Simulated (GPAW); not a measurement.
Runs of GPAW 26.7.0 on Hf2Pd2Se2Br2O3. It takes space group Cm (No. 8, monoclinic). The conventional cell has a = 15.354 Å, b = 3.419 Å, c = 13.208 Å, α = 90.00°, β = 107.63°, γ = 90.00°. Hf (site symmetry m) is surrounded by 3 O at 1.97 to 2.13 Å. Hf (site symmetry m) is surrounded by 3 O at 1.87 to 2.09 Å. Pd (site symmetry m) is surrounded by 2 O at 2.23 Å and 2 Se at 2.41 Å. Around Pd (site symmetry m) lie 4 Se at 2.42 to 2.60 Å. Se (site symmetry m) is surrounded by 2 Pd at 2.42 Å and 1 Hf at 2.76 Å. Se (site symmetry m) has 4 Pd at 2.41 to 2.60 Å as nearest neighbours. Br (site symmetry m) has 3 Hf at 2.82 to 3.06 Å and 3 O at 3.21 to 3.22 Å as nearest neighbours. Br (site symmetry m) is surrounded by 2 Hf at 2.73 Å. The cell was built by a generator and needn't be a form met in nature.

```tsv
task	level	potentials or basis	k mesh	ranks	band path	band points	mesh quality	gap on the mesh (eV)	pressure (GPa)	largest force (eV/Å)
band structure	LDA	the program's PAW data sets (release 1.2.1) made for this functional, pw	6 × 6 × 2	4	GYFLI,I1ZF1,YX1,XGN,MG	80	not flagged	0.61	-4.3	0.67
band structure	PBE	GPAW PAW data sets (gpaw-data 1.2.1), pw	6 × 6 × 2	4	GYFLI,I1ZF1,YX1,XGN,MG	80	not flagged	0.65	0.4	0.41
single point	PBE	GPAW PAW data sets (gpaw-data 1.2.1), pw	8 × 8 × 2	4	-	-	not flagged	0.83	0.4	0.41
single point	PBE+D4	GPAW PAW data sets (gpaw-data 1.2.1), pw	4 × 4 × 1	-	-	-	coarse	0.88	0.0	0.68
single point	PBE+D3	GPAW PAW data sets (gpaw-data 1.2.1), pw	4 × 4 × 1	-	-	-	coarse	0.88	(a)	0.47
band structure	r2SCAN	GPAW PAW data sets (gpaw-data 1.2.1), pw	6 × 6 × 2	4	GYFLI,I1ZF1,YX1,XGN,MG	80	not flagged	0.80	(b)	0.33
band structure	PBEsol	PAW data sets generated in the run's folder for this functional, pw	6 × 6 × 2	4	GYFLI,I1ZF1,YX1,XGN,MG	80	not flagged	0.63	-2.1	0.34
single point	PBE+D3(BJ)	GPAW PAW data sets (gpaw-data 1.2.1), pw	4 × 4 × 1	-	-	-	coarse	0.88	-0.6	0.41
single point	PBE	GPAW PAW data sets (gpaw-data 1.2.1), pw	4 × 4 × 1	-	-	-	coarse	0.88	0.4	0.41
```

Alike in all rows: no spin polarisation; cell as given; cutoff (eV) 800; smearing fermi-dirac 0.05 eV.

Question: Fill in the values left out.

Answer: (a) -0.2; (b) -1.2.

Caveats: some runs use coarse meshes; spin-orbit coupling is left out, which moves the levels of the heavy elements; an odd mesh through Γ misses points on the zone boundary, where band edges often lie (some runs); the PAW data sets were made with another functional, which shifts forces and pressure a little (some runs).

A k mesh can miss the band edges, and the runs leave out spin-orbit coupling on Br, Hf, Pd, Se.

Not every run made on this cell is shown here.
